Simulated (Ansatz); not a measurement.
# IO radical: one species, many methods

One table from this session's results is given with a row withheld; the runs are named, their logs left out.

Computed with Ansatz 0.2.0, Gaussian basis. Level: functionals in def2-TZVPP, the program's frozen cores in correlated methods.

Plan: LDA (SPW92), PBE-D4, revPBE-D4, BLYP-D4, r2SCAN-D4, B97M-V, PBE0-D4, B3LYP-D4, r2SCANh-D4, r2SCAN0-D4, HSE06-D4, BHLYP-D4, CAM-B3LYP-D4, LC-ωPBE, ωB97X-V, ωB97M-V, B2PLYP, PBE-QIDH; CCSD(T)/def2-SVP; CCSD(T)/def2-TZVPP; CCSD(T)/def2-QZVPP; extrapolation to the limit; RPA on PBE.

## Structure used throughout

An earlier PBE0-D4 in a triple-zeta def2 set relaxation fixed the geometry. I takes the def2 core potential; no spin-orbit term is included.

SMILES `[O]I`, 2 atoms, charge 0, spin multiplicity 2.

Atoms are counted from 1 here; the program's logs count them from 0.

Bond lengths: O1–I2 1.867 Å.

Set-up of the first run:

The input, in.yaml:

```yaml
crystal:
  periodic: [false, false, false]
  atoms:
    - {symbol: O, position_ang: [0.796520, -0.265007, 0.408441]}
    - {symbol: I, position_ang: [-0.796520, 0.265007, -0.408441]}
basis:
  gaussian: {orbitals: def2-TZVPP}
magnetization: {spin_polarized: true, initial_magnetization: 1}
hamiltonian: {xc: lda}
output: {orbitals: {seedname: orbitals}}
```

Run with:

```sh
$ ansatz run in.yaml --threads 2 --pin off --events-out ev --progress --plain --max-ram 32768MiB --backend cpu
```

Steps of the session up to this table: LDA; PBE-D4 (GGA); revPBE-D4 (GGA); BLYP-D4 (GGA); r2SCAN-D4 (meta-GGA); B97M-V (meta-GGA); PBE0-D4 (hybrid); B3LYP-D4 (hybrid); r2SCANh-D4 (hybrid); r2SCAN0-D4 (hybrid); HSE06-D4 (hybrid); BHLYP-D4 (hybrid); CAM-B3LYP-D4 (range-separated); LC-ωPBE (range-separated); ωB97X-V (range-separated); ωB97M-V (range-separated); B2PLYP (double hybrid); PBE-QIDH (double hybrid).

One table of the session follows, with a row left open; its other results are not shown here.

It belongs to the step «Orbital energies across the functionals». 

| functional | HOMO (eV) | LUMO (eV) | gap (eV) |
| --- | --- | --- | --- |
| LDA (SPW92) | -5.81 | -5.87 | -0.07 |
| PBE-D4 | -5.70 | -5.49 | 0.21 |
| revPBE-D4 | -5.65 | -5.39 | 0.26 |
| BLYP-D4 | -5.59 | -5.38 | 0.20 |
| r2SCAN-D4 | -6.05 | -5.22 | 0.82 |
| B97M-V | -6.15 | -5.12 | 1.03 |
| PBE0-D4 | -7.19 | -4.32 | 2.87 |
| B3LYP-D4 | -6.94 | -4.66 | 2.28 |
| r2SCANh-D4 | -6.60 | -4.75 | 1.85 |
| r2SCAN0-D4 | -7.41 | -4.00 | 3.41 |
| HSE06-D4 | -6.79 | -4.72 | 2.08 |
| BHLYP-D4 | -8.45 | -2.83 | 5.62 |
| CAM-B3LYP-D4 | ? | ? | ? |
| LC-ωPBE | -9.88 | -2.02 | 7.86 |
| ωB97X-V | -9.54 | -2.16 | 7.38 |
| ωB97M-V | -9.42 | -2.21 | 7.21 |

Estimate the missing values for CAM-B3LYP-D4.

**Answer.** HOMO (eV): -8.55; LUMO (eV): -3.19; gap (eV): 5.35. In the column «HOMO (eV)» it lies between ωB97M-V (-9.42) and BHLYP-D4 (-8.45).

Caveats from the session: A negative gap means that an empty level lies below a filled one: whole occupations of an open shell aren't an aufbau state there.
